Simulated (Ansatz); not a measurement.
SnTe3:

```xyz
4
Lattice="0.0000 3.8612 3.8612 3.8612 0.0000 3.8612 3.8612 3.8612 0.0000" Properties=species:S:1:pos:R:3 pbc="T T T"
Te    3.8612    3.8612    3.8612
Te    5.7918    5.7918    5.7918
Te    1.9306    1.9306    1.9306
Sn    0.0000    0.0000    0.0000
```

The cell comes from a database or a generator and needn't be the stable form of this composition.

Base run:

- Program: Ansatz 0.2.0
- Functional: r2SCAN0 form with a typed share of exact exchange
- Potentials or basis: Ansatz PAW
- Cutoff: 500 eV (not typed: the program's choice for these potentials)
- k mesh: 4 × 4 × 4
- Occupations: fermi-dirac, width 0.05 eV
- Spin: no spin polarisation

Its results: band gap on the k mesh none (metal or under the smearing width); pressure -2.5 GPa.

**Question.** The run is repeated on the same cell with these changes: functional from r2SCAN0 form with a typed share of exact exchange to r2SCAN0; share of exact exchange from 0.5 to 0.25. What comes out?

**Answer.** Band gap on the k mesh none (metal or under the smearing width); pressure -0.9 GPa.

Caveats: the PAW data sets come from PBE, with cores solved anew for the run's functional, which leaves a small shift of forces and pressure; the thresholds are loose for stress.
